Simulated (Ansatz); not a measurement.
# As4S4: geometry at several levels

The task here is to estimate one member of a computed series from the others.

Computed with Ansatz 0.2.0 (the levels named in each step, unless a step's input says otherwise).

### Starting point

Bond lengths: S1–As2 2.248 Å, As2–S3 2.247 Å, S3–As4 2.250 Å, As4–S5 2.248 Å, As2–As6 2.645 Å, S5–As6 2.248 Å, As6–S7 2.250 Å, S1–As8 2.248 Å, As4–As8 2.645 Å, S7–As8 2.247 Å. Angles (14 of 16 angles, heavy atoms first): S1–As2–S3 94.5°, S1–As2–As6 98.4°, S3–As2–As6 98.4°, As2–S1–As8 103.0°, As2–S3–As4 103.0°, S3–As4–S5 94.5°, S3–As4–As8 98.4°, S5–As4–As8 98.4°, As4–S5–As6 103.0°, As2–As6–S5 98.4°, As2–As6–S7 98.4°, S5–As6–S7 94.5°, As6–S7–As8 103.0°, S1–As8–As4 98.4°.

Structure file:

```xyz
8

S    -0.8660   -2.1664   -0.0898
As    0.5137   -1.2734    1.4436
S     2.1681   -0.8660   -0.0215
As    1.2224    0.5798   -1.4625
S     0.8660    2.1664    0.0896
As   -0.5282    1.1558    1.5344
S    -2.1681    0.8660    0.0213
As   -1.2079   -0.4623   -1.5154
```

Set-up of the first run:

input.yaml

```yaml
crystal:
  periodic: [false, false, false]
  atoms:
    - { symbol: S, position_ang: [-0.87412846, -2.18641884, -0.09063473] }
    - { symbol: As, position_ang: [0.51212073, -1.2692964, 1.43986697] }
    - { symbol: S, position_ang: [2.18829774, -0.87372768, -0.02257212] }
    - { symbol: As, position_ang: [1.21941056, 0.57757565, -1.45814977] }
    - { symbol: S, position_ang: [0.8740539, 2.18623831, 0.09044847] }
    - { symbol: As, position_ang: [-0.52764122, 1.15241307, 1.52970535] }
    - { symbol: S, position_ang: [-2.18814865, 0.87410092, 0.0225734] }
    - { symbol: As, position_ang: [-1.2039646, -0.46087502, -1.51160757] }
basis:
  gaussian: { orbitals: STO-3G }
hamiltonian:
  xc: hf
relax:
  f_tol: 0.002
  max_steps: 150
```

Run with:

```console
ansatz run input.yaml --threads 4 --pin off --max-ram 10240MiB --backend cpu --events-out ev --progress --plain --runs-dir out
```

Steps of the session up to this table: Relaxation, HF/STO-3G; Relaxation, HF/def2-SVP; Relaxation, LDA/def2-SVP; Relaxation, PBE-D4/def2-SVP.

One of the session's tables, all rows but one given; the rest of the session is left out.

It belongs to the step «Geometries side by side». 

| level | S1–As2 (Å) | S1–As8 (Å) | As2–S3 (Å) |
| --- | --- | --- | --- |
| HF/STO-3G | 2.2123 | 2.2123 | 2.2123 |
| HF/def2-SVP | ? | ? | ? |
| LDA/def2-SVP | 2.2315 | 2.2315 | 2.2315 |
| PBE-D4/def2-SVP | 2.2597 | 2.2597 | 2.2597 |

**Question.** Estimate the row for HF/def2-SVP.

**Answer.** S1–As2 (Å): 2.2418; S1–As8 (Å): 2.2418; As2–S3 (Å): 2.2418. In the column «S1–As2 (Å)» it lies between LDA/def2-SVP (2.2315) and PBE-D4/def2-SVP (2.2597).
